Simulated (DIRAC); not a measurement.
# BeH+ in DIRAC

Aim: a single-point energy of BeH+.

The results are computed with DIRAC 26.1 (patched).

20 further runs of the same task are left out: 1 that didn't finish, 19 set aside as unsound or not needed.

### Step 1. The system as given

The species is BeH+ (2 atoms), meant as a singlet with charge +1. The shape was relaxed beforehand at PBE0/sfX2C.

Bond lengths: Be1–H2 1.320 Å.

### Step 2. The input as written

BeH.mol

```
DIRAC
BeH

C   2  1           A
        4.    1
Be        0.00000000      0.00000000      0.00000000
LARGE BASIS dyall.cv2z
        1.    1
H         0.00000000      0.00000000      1.32012388
LARGE BASIS dyall.cv2z
FINISH
```

hf.inp

```
! energy
**DIRAC
.TITLE
 BeH DCG HF
.WAVE FUNCTION
.PROPERTIES
**HAMILTONIAN
.GAUNT
.DKH2
**INTEGRALS
*READIN
.UNCONTRACT
**WAVE FUNCTION
.SCF
*SCF
.CLOSED SHELL
 4
.MAXITR
 60
**PROPERTIES
.DIPOLE
*END OF INPUT
```

The run is started by

```console
$ pam --inp=hf.inp --mol=BeH.mol --noarch --mw=122 --aw=276
```

What it wrote:

```text
*************************************************************************
    ******************************  BeH DCG HF ******************************
    *************************************************************************

 Jobs in this run:
   * Wave function
   * Properties

    **************************************************************************
    ************************** General DIRAC set-up **************************
    **************************************************************************

   CODATA Recommended Values of the Fundamental Physical Constants: 2022
 * The speed of light :        137.035999177
 * Running in four-component mode
 * Direct evaluation of the following two-electron integrals:
   - LL-integrals
   - SL-integrals
   - SS-integrals
   - GT-integrals
 * Spherical transformation embedded in MO-transformation
   for large components
 * Transformation to scalar RKB basis embedded in
   MO-transformation for small components
 * Thresholds for linear dependence:
   Large components:   1.00D-06
   Small components:   1.00D-08
 * General print level   :   0

[... 115 lines left out ...]
  Nuclear repulsion energy                       :      1.603416826439 Hartree
[... 80 lines left out ...]
   Nuclear repulsion energy                          :    1.603416826439 Hartree
[... 71 lines left out ...]
   to improve convergence (default value).
[... 2 lines left out ...]
 * Convergence on norm of error vector (gradient).
[... 1 line left out ...]
   Allowed convergence:1.000D-06
[... 5 lines left out ...]
 * DIIS will be activated when convergence reaches : 1.00D+20
[... 4 lines left out ...]
 * No quadratic convergent Hartree-Fock
 * Contributions from 2-electron integrals to Fock matrix:
   LL-integrals.
    ---> this is default setting from Hamiltonian input
 * NB!!! No e-p rotations in 2nd order optimization.
 ***** OUTPUT CONTROL *****
 * Only electron eigenvalues written out.

   ***************************************************************************
   ***************************** Property module *****************************
   ***************************************************************************

 * Print level:   0
 * Input label: **PROPE
 * Properties calculated for the following wave functions:
     1: DHF
 These initial settings of center and origins might be changed later:
 * Operator center (a.u.):      0.0000000000      0.0000000000      0.0000000000
 * Gauge origin    (a.u.):      0.0000000000      0.0000000000      0.0000000000
 * Dipole origin   (a.u.):      0.0000000000      0.0000000000      0.0000000000
 * Perform 4c->2c picture change transformation of the four-component property operators
===========================================================================
 Dipole moment
===========================================================================

 ********************************************************************************
 *************************** Input consistency checks ***************************
 ********************************************************************************

  --- SEVERE ERROR, PROGRAM WILL BE ABORTED ---

 Properties not available for DKH2

 ====  below this line is the stderr stream  ====

  --- SEVERE ERROR, PROGRAM WILL BE ABORTED ---
 Properties not available for DKH2
STOP 1000

  --- SEVERE ERROR, PROGRAM WILL BE ABORTED ---
STOP 1000
```

Wall time 0.14 s (1 thread of Intel Xeon Platinum 8259CL at 2.50GHz (Skylake/Cascade Lake), shared host).

### Step 3. Diagnosis

The program broke off before the end.

The telling line is `Properties not available for DKH2`. What is wrong: the program doesn't offer the task asked for with this method or module, as the log says.
